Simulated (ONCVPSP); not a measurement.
# An ONCV potential for bromine, from input to tests

Do these settings give a usable potential? It is generated, then checked for transferability, scattering, ghosts and hardness.

Program: ONCVPSP 4.0.1. Reference atom: revPBE, scalar-relativistic, spherical and spin-unpolarised. All values are calculated.

## (1) Starting point

The settings as typed:

| Item | Value |
| --- | --- |
| element | bromine (Br, Z = 35) |
| type | optimised norm-conserving Vanderbilt (ONCV) |
| frozen core | [Ne] |
| valence charge | 25 |
| reference configuration | 3s2 3p6 3d10 4s2 4p2 (charge +3) |
| partial waves | 3s+4s: rc 0.70 bohr, ncon 4, nbas 8, qcut 17.4 1/bohr, 2 projectors; 3p+4p: rc 0.95 bohr, ncon 3, nbas 6, qcut 14.2 1/bohr, 2 projectors; 3d: rc 1.00 bohr, ncon 4, nbas 9, qcut 18.3 1/bohr, 1 projector |
| local potential | polynomial inside 0.70 bohr (lpopt 5, dvloc0 0 Ha) |
| core correction | not asked for |

The nodes and maxima of the atom's own shells, from an earlier all-electron run, set the scale for the radii.

All-electron outer shells of the reference configuration (revPBE, scalar-relativistic, ld1.x):

```tsv
shell	level (eV)	outermost node (bohr)	outermost maximum (bohr)
2s	-1772.05	0.06	0.16
2p	-1567.33	–	0.13
3s	-276.59	0.23	0.48
3p	-211.92	0.21	0.48
3d	-105.00	–	0.43
4s	-54.13	0.67	1.38
4p	-39.83	0.70	1.54
```

## (2) The generation run

The input, Br.dat:

```
# ATOM AND REFERENCE CONFIGURATION
# atsym  z   nc   nv     iexc    psfile
  Br 35.00    3    5  -102130      upf
#
#   n    l    f
    1    0    2.00
    2    0    2.00
    2    1    6.00
    3    0    2.00
    3    1    6.00
    3    2   10.00
    4    0    2.00
    4    1    2.00
#
# PSEUDOPOTENTIAL AND OPTIMIZATION
# lmax
    2
#
#   l,   rc,      ep,       ncon, nbas, qcut
    0    0.70    0.00    4    8   17.40
    1    0.95    0.00    3    6   14.20
    2    1.00    0.00    4    9   18.30
#
# LOCAL POTENTIAL
# lloc, lpopt,  rc(5),   dvloc0
    4    5    0.70    0.00
#
# VANDERBILT-KLEINMAN-BYLANDER PROJECTORs
# l, nproj, debl
    0    2    0.30
    1    2    1.00
    2    1    0.90
#
# MODEL CORE CHARGE
# icmod, fcfact, rcfact
    0    0.00    0.00
#
# LOG DERIVATIVE ANALYSIS
# epsh1, epsh2, depsh
  -12.00    5.00    0.04
#
# OUTPUT GRID
# rlmax, drl
    6.00    0.01
#
# TEST CONFIGURATIONS
# ncnf
    4
# nvcnf
#   n    l    f
    5
    3    0    2.00
    3    1    6.00
    3    2   10.00
    4    0    2.00
    4    1    5.00
#
    5
    3    0    2.00
    3    1    6.00
    3    2   10.00
    4    0    2.00
    4    1    4.00
#
    5
    3    0    2.00
    3    1    6.00
    3    2   10.00
    4    0    2.00
    4    1    3.00
#
    5
    3    0    2.00
    3    1    6.00
    3    2   10.00
    4    0    2.00
    4    1    4.50
#
```

Launch:

```sh
$ oncvpsp.x < Br.dat > Br.out
```

What does the calculation give? Wanted: cutoffs for 1 and 0.1 mHa per electron, occupied waves; bound ghosts; GHOST(+) flags; largest test error; largest phase difference near zero energy, channels read.

**Answer**, as computed:

```
                                                quantity                               value
  cutoffs for 1 and 0.1 mHa per electron, occupied waves                   124 Ha and 138 Ha
                                            bound ghosts                          none found
                                          GHOST(+) flags                  none at low energy
                            largest test error (AE − PS)  +9.0 meV, for 3s2 3p6 3d10 4s2 4p5
largest phase difference near zero energy, channels read                           0.059 rad
```

The worst unpolarised test, 3s2 3p6 3d10 4s2 4p5, is off by 9.0 meV on 69.2 eV; by total energies transferability rates as good. It counts as very hard, with 124 Ha needed at the looser tolerance. The program's ghost test flags no bound state. Near zero energy the largest phase difference among the channels read is 0.06 rad, in the d channel. All of this concerns the isolated atom, not yet a solid.
